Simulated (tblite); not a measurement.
# C4H11AlGeO2: the cost of one run

Programs: tblite 0.8.0 and PySCF 2.14.0, with density-fitted response routines of our own. Each step states its level of theory. These are calculated values for one molecule in the gas phase, unless marked as measured. Atoms are numbered from 0 throughout.

## 1. Starting geometry

19 atoms, charge 0, multiplicity 1; geometry from: force field or distance geometry start.

Bonds of the start (Å): C0–O1 1.42, O1–C2 1.40, C2–O3 1.39, O3–Ge4 1.82, C2–C5 1.32, C5–C6 1.50, C5–Al7 1.98, C0–H8 1.13, C0–H9 1.10, C0–H10 1.11, Ge4–H11 1.57, Ge4–H12 1.55, Ge4–H13 1.54, C6–H14 1.12, C6–H15 1.11, C6–H16 1.10, Al7–H17 1.61, Al7–H18 1.62.

## 2. Geometry optimisation with GFN2-xTB

The job: settings as JSON, then the geometry in Å.

```
{"job": {"kind": "relax", "xc": "GFN2-xTB", "basis": "xTB"}, "charge": 0, "multiplicity": 1}
C     -0.291000     2.702100    -0.557500
O     -0.923300     1.434900    -0.494300
C     -0.200800     0.230800    -0.472500
O      1.132400     0.244400    -0.851900
Ge     2.484900     0.200800     0.358300
C     -0.841300    -0.873300    -0.120200
C     -0.155600    -2.205200    -0.081200
Al    -2.745000    -0.868700     0.410100
H     -1.077800     3.508800    -0.547400
H      0.425500     2.824300     0.271400
H      0.164900     2.752900    -1.563500
H      3.110200    -1.231200     0.504100
H      3.611000     1.170300    -0.084300
H      1.986300     0.633900     1.753700
H     -0.579900    -2.786700     0.773500
H     -0.399300    -2.790100    -0.997500
H      0.930400    -2.124400     0.083800
H     -2.997000    -0.867300     2.005200
H     -3.644300    -1.946900    -0.397200
```

Command:

```sh
$ OMP_NUM_THREADS=1 python probes_run.py task.json out
```

This one command runs all jobs of the session in turn.

Q: Estimate the wall time of this first job on 1 thread of Intel Xeon at 2.50GHz, shared host.

About 5.1 s.
